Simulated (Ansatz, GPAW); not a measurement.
## A script for NaCl (PBE in single-zeta orbitals)

These are simulated results from GPAW 26.7.0, not measurements. The cell began as a measured structure and was relaxed with r2SCAN in plane waves (Ansatz 0.2.0). All runs are without spin polarisation.

Space group Fm-3m (No. 225), cubic; a = 5.605 Å in the conventional setting, 22.02 Å³ an atom. Na has 6 Cl at 2.80 Å; Cl has 6 Na at 2.80 Å.

The basis is minimal: single zeta, one radial function for each shell that the log's basis lists. It describes the filled bands fairly and the empty ones poorly.

Input script:

```python
import json
from ase import Atoms
from gpaw import GPAW, PW, FermiDirac

atoms = Atoms(['Na', 'Cl'],
              cell=[[0.0, 2.802732, 2.802732], [2.802732, 0.0, 2.802732], [2.802732, 2.802732, 0.0]],
              scaled_positions=[[-0.0, 0.0, 0.0], [0.5, 0.5, 0.5]],
              pbc=True)
calc = GPAW(mode='lcao', basis='sz(dzp)', h=0.2, xc='PBE', kpts={'size': (6, 6, 6), 'gamma': True},
            occupations=FermiDirac(0.02), maxiter=100, legacy_gpaw=True, txt='gpaw.txt')
atoms.calc = calc
res = {'energy': atoms.get_potential_energy(force_consistent=True)}
res['electrons'] = calc.get_number_of_electrons()
res['k'] = calc.get_ibz_k_points().tolist()
res['levels'] = [calc.get_eigenvalues(kpt=i).tolist() for i in range(len(res['k']))]
points = [[0.0, 0.0, 0.0], [0.5, 0.0, 0.5], [0.625, 0.25, 0.625], [0.375, 0.375, 0.75], [0.5, 0.5, 0.5], [0.5, 0.25, 0.75]]
bands = calc.fixed_density(kpts=points, symmetry='off', txt='bands.txt')
res['points'] = [bands.get_eigenvalues(kpt=i).tolist() for i in range(len(points))]
json.dump(res, open('results.json', 'w'))
print('free energy (eV):', round(res['energy'], 5))
```

Command: `python run.py`. It took 16 s on 1 thread of Arm Neoverse V1 (shared host), peak memory 0.14 GiB.

The log gpaw.txt, trimmed of paths, versions and times, then the last line on the terminal. An iter line gives the energy in eV and the logarithms of the changes of orbitals (plane waves alone) and density (c: converged):

```
___ ___ ___ _ _ _
 |   |   |_  | | | |

 | | | | | . | | | |

 |__ |  _|___|_____|  26.7.0
 |___|_|

Input parameters:
  basis: sz(dzp)
  h: 0.2
  kpts: {gamma: True,
         size: (6, 6, 6)}
  maxiter: 100
  mode: lcao
  occupations: {fixmagmom: False,
                name: fermi-dirac,
                width: 0.02}
  xc: PBE

System changes: positions, numbers, cell, pbc, initial_charges, initial_magmoms

Initialize ...

species:
  Na:
    name:    Sodium
    Z:       11.0
    valence: 7
    core:    4
    charge:  0.0  # [|e|]
    compensation charges:
      type: gauss
      rc: 0.37  # [Å]
      lmax: 2
    cutoffs:
      filter: 2.17  # [Å]
      core: 2.59  # [Å]
    projectors
    | kind |    occ | energy [eV] | rcut [Å] |

    |------|--------|-------------|----------|

    |   3s |  1.000 |      -2.744 |    1.201 |

    |   2p |  6.000 |     -28.672 |    1.217 |

    |   3p |  0.000 |      -0.743 |    1.217 |

    |    s |        |      24.468 |    1.201 |

    |    d |        |       0.000 |    1.238 |

    LCAO basis set for Na:
      Name: sz(dzp)
      Number of radial functions: 3
      Number of spherical harmonics: 7
        l=0, rc=11.4062 Bohr: 3s-sz confined orbital
        l=1, rc=3.6719 Bohr: 2p-sz confined orbital
        l=1, rc=15.9375 Bohr: 3p-sz confined orbital
      Number of RI-basis functions 0

  Cl:
    name:    Chlorine
    Z:       17.0
    valence: 7
    core:    10
    charge:  0.0  # [|e|]
    compensation charges:
      type: gauss
      rc: 0.25  # [Å]
      lmax: 2
    cutoffs:
      filter: 1.40  # [Å]
      core: 1.49  # [Å]
    projectors
    | kind |    occ | energy [eV] | rcut [Å] |

    |------|--------|-------------|----------|

    |   3s |  2.000 |     -20.689 |    0.794 |

    |   3p |  5.000 |      -8.594 |    0.794 |

    |    s |        |       6.523 |    0.794 |

    |    p |        |      18.617 |    0.794 |

    |    d |        |       0.000 |    0.794 |

    LCAO basis set for Cl:
      Name: sz(dzp)
      Number of radial functions: 2
      Number of spherical harmonics: 4
        l=0, rc=5.1719 Bohr: 3s-sz confined orbital
        l=1, rc=6.2656 Bohr: 3p-sz confined orbital
      Number of RI-basis functions 0

Reference energy: -16973.559893  # eV

Spin-paired calculation

Convergence criteria:
 Maximum [total energy] change in last 3 cyles: 0.0005 eV / valence electron
 Maximum integral of absolute [dens]ity change: 0.0001 electrons / valence electron
 Maximum integral of absolute [eigenst]ate change: 4e-08 eV^2 / valence electron
 Maximum number of scf [iter]ations: 100
 (Square brackets indicate name in SCF output, whereas a 'c' in
 the SCF output indicates the quantity has converged.)

Symmetries present (total): 48

  ( 1  0  0)  ( 1  0  0)  ( 1  0  0)  ( 1  0  0)  ( 1  0 -1)  ( 1  0 -1)
  ( 1  0 -1)  ( 1 -1  0)  ( 0  1  0)  ( 0  0  1)  ( 1  0  0)  ( 1 -1  0)
  ( 1 -1  0)  ( 1  0 -1)  ( 0  0  1)  ( 0  1  0)  ( 1 -1  0)  ( 1  0  0)

  ( 1  0 -1)  ( 1  0 -1)  ( 1 -1  0)  ( 1 -1  0)  ( 1 -1  0)  ( 1 -1  0)
  ( 0  1 -1)  ( 0  0 -1)  ( 1  0  0)  ( 1  0 -1)  ( 0 -1  1)  ( 0 -1  0)
  ( 0  0 -1)  ( 0  1 -1)  ( 1  0 -1)  ( 1  0  0)  ( 0 -1  0)  ( 0 -1  1)

  ( 0  1  0)  ( 0  1  0)  ( 0  1  0)  ( 0  1  0)  ( 0  1 -1)  ( 0  1 -1)
  ( 1  0  0)  ( 0  1 -1)  ( 0  0  1)  (-1  1  0)  ( 1  0 -1)  ( 0  1  0)
  ( 0  0  1)  (-1  1  0)  ( 1  0  0)  ( 0  1 -1)  ( 0  0 -1)  (-1  1  0)

  ( 0  1 -1)  ( 0  1 -1)  ( 0  0  1)  ( 0  0  1)  ( 0  0  1)  ( 0  0  1)
  ( 0  0 -1)  (-1  1  0)  ( 1  0  0)  ( 0  1  0)  ( 0 -1  1)  (-1  0  1)
  ( 1  0 -1)  ( 0  1  0)  ( 0  1  0)  ( 1  0  0)  (-1  0  1)  ( 0 -1  1)

  ( 0  0 -1)  ( 0  0 -1)  ( 0  0 -1)  ( 0  0 -1)  ( 0 -1  1)  ( 0 -1  1)
  ( 1  0 -1)  ( 0  1 -1)  ( 0 -1  0)  (-1  0  0)  ( 1 -1  0)  ( 0  0  1)
  ( 0  1 -1)  ( 1  0 -1)  (-1  0  0)  ( 0 -1  0)  ( 0 -1  0)  (-1  0  1)

  ( 0 -1  1)  ( 0 -1  1)  ( 0 -1  0)  ( 0 -1  0)  ( 0 -1  0)  ( 0 -1  0)
  ( 0 -1  0)  (-1  0  1)  ( 1 -1  0)  ( 0  0 -1)  ( 0 -1  1)  (-1  0  0)
  ( 1 -1  0)  ( 0  0  1)  ( 0 -1  1)  (-1  0  0)  ( 1 -1  0)  ( 0  0 -1)

  (-1  1  0)  (-1  1  0)  (-1  1  0)  (-1  1  0)  (-1  0  1)  (-1  0  1)
  ( 0  1  0)  ( 0  1 -1)  (-1  0  1)  (-1  0  0)  ( 0  0  1)  ( 0 -1  1)
  ( 0  1 -1)  ( 0  1  0)  (-1  0  0)  (-1  0  1)  ( 0 -1  1)  ( 0  0  1)

  (-1  0  1)  (-1  0  1)  (-1  0  0)  (-1  0  0)  (-1  0  0)  (-1  0  0)
  (-1  1  0)  (-1  0  0)  ( 0  0 -1)  ( 0 -1  0)  (-1  1  0)  (-1  0  1)
  (-1  0  0)  (-1  1  0)  ( 0 -1  0)  ( 0  0 -1)  (-1  0  1)  (-1  1  0)

216 k-points: 6 x 6 x 6 Monkhorst-Pack grid + [1/12,1/12,1/12]
16 k-points in the irreducible part of the Brillouin zone
       k-points in crystal coordinates                weights
   0:     0.00000000    0.00000000    0.00000000          1/216
   1:     0.16666667    0.16666667    0.00000000          6/216
   2:     0.16666667    0.16666667    0.16666667          8/216
   3:     0.33333333    0.16666667    0.16666667         12/216
   4:     0.33333333    0.33333333   -0.33333333         12/216
   5:     0.33333333    0.33333333    0.00000000          6/216
   6:     0.33333333    0.33333333    0.16666667         24/216
   7:     0.33333333    0.33333333    0.33333333          8/216
   8:     0.50000000    0.33333333   -0.33333333         24/216
   9:     0.50000000    0.33333333   -0.16666667         12/216
          ...
  15:     0.50000000    0.50000000    0.50000000          4/216

Wave functions: LCAO
  Diagonalizer: Serial LAPACK
  Atomic Correction: dense with blas
  Data-type: complex

Occupation numbers: Fermi-Dirac:
  width: 0.0200  # eV

Eigensolver
   LCAO using direct dense diagonalizer

Densities:
  Coarse grid: 16*16*16 grid
  Fine grid: 32*32*32 grid
  Total Charge: 0.000000

Density mixing:
  Method: separate
  Backend: msr1
  Linear mixing parameter: 0.05
  old densities: 10
  Width of damping distribution: 1.1
  Damping of long wavelength oscillations: 20

Hamiltonian:
  XC and Coulomb potentials evaluated on a 32*32*32 grid
  Using the PBE Exchange-Correlation functional
  Interpolation: tri-quintic (5. degree polynomial)
  Poisson solver: FastPoissonSolver using
    Stencil: 12*3+1=37 point O(h^6) finite-difference Laplacian
    FFT axes: [np.int64(0), np.int64(1), np.int64(2)]
    FST axes: []

XC parameters: PBE with 2 nearest neighbor stencil

Memory estimate:
  Process memory now: 109.89 MiB
  Calculator: 12.99 MiB
    Density: 5.61 MiB
      Arrays: 0.81 MiB
      Localized functions: 4.17 MiB
      Mixer: 0.62 MiB
    Hamiltonian: 0.84 MiB
      Arrays: 0.53 MiB
      XC: 0.00 MiB
      Poisson: 0.00 MiB
      vbar: 0.31 MiB
    Wavefunctions: 6.55 MiB
      C [qnM]: 0.03 MiB
      S, T [2 x qmm]: 0.06 MiB
      P [aqMi]: 0.00 MiB
      BasisFunctions: 6.46 MiB
      Eigensolver: 0.00 MiB

Total number of cores used: 1

Number of atoms: 2
Number of atomic orbitals: 11
Number of bands in calculation: 11
Number of valence electrons: 14
Bands to converge: occupied
Positions:
   0 Na     0.000000    0.000000    0.000000    ( 0.0000,  0.0000,  0.0000)
   1 Cl     2.802732    2.802732    2.802732    ( 0.0000,  0.0000,  0.0000)

Unit cell:
           periodic     x           y           z      points  spacing
  1. axis:    yes    0.000000    2.802732    2.802732    16     0.2023
  2. axis:    yes    2.802732    0.000000    2.802732    16     0.2023
  3. axis:    yes    2.802732    2.802732    0.000000    16     0.2023

  Lengths:   3.963662   3.963662   3.963662
  Angles:   60.000000  60.000000  60.000000

Effective grid spacing dv^(1/3) = 0.2207

iter:   1    -6.222284        c
iter:   2    -6.220452        c -1.51
iter:   3    -6.221531c       c -1.54
iter:   4    -6.221979c       c -2.36
iter:   5    -6.221958c       c -2.88
iter:   6    -6.221958c       c -4.04c

Converged after 6 iterations.

Energy contributions relative to reference atoms: (reference = -16973.559893)

Kinetic:        +16.764422
Potential:      -15.869369
External:        +0.000000
XC:              -7.470537
Entropy (-ST):   -0.000000
Local:           +0.353526
SIC:             +0.000000
--------------------------
Free energy:     -6.221958
Extrapolated:    -6.221958

Showing only first 2 kpts
 Kpt  Band  Eigenvalues  Occupancy
  0     5     -0.20051    2.00000
  0     6     -0.19926    2.00000
  0     7      4.85588    0.00000
  0     8     17.75944    0.00000

  1     5     -0.36767    2.00000
  1     6     -0.36692    2.00000
  1     7      5.97368    0.00000
  1     8     15.04714    0.00000

Fermi level: 1.97503

Gap: 5.055 eV
Transition (v -> c):
  (s=0, k=0, n=6, [0.00, 0.00, 0.00]) -> (s=0, k=0, n=7, [0.00, 0.00, 0.00])
No difference between direct/indirect transitions

free energy (eV): -6.22196
```

The gap in the log is over the mesh alone; results.json adds the listed points. PBE in single-zeta orbitals gives a gap of 5.06 eV. On the same cell, plane-wave PBE (Ansatz, 8×8×8 k points and the special points) gives a gap of 5.18 eV and r2SCAN a gap of 5.98 eV; on shared hosts these took about 1.4 and 3.2 core-seconds on the 2-atom cell, against 16 for the script. Semilocal gaps usually lie below measured ones.
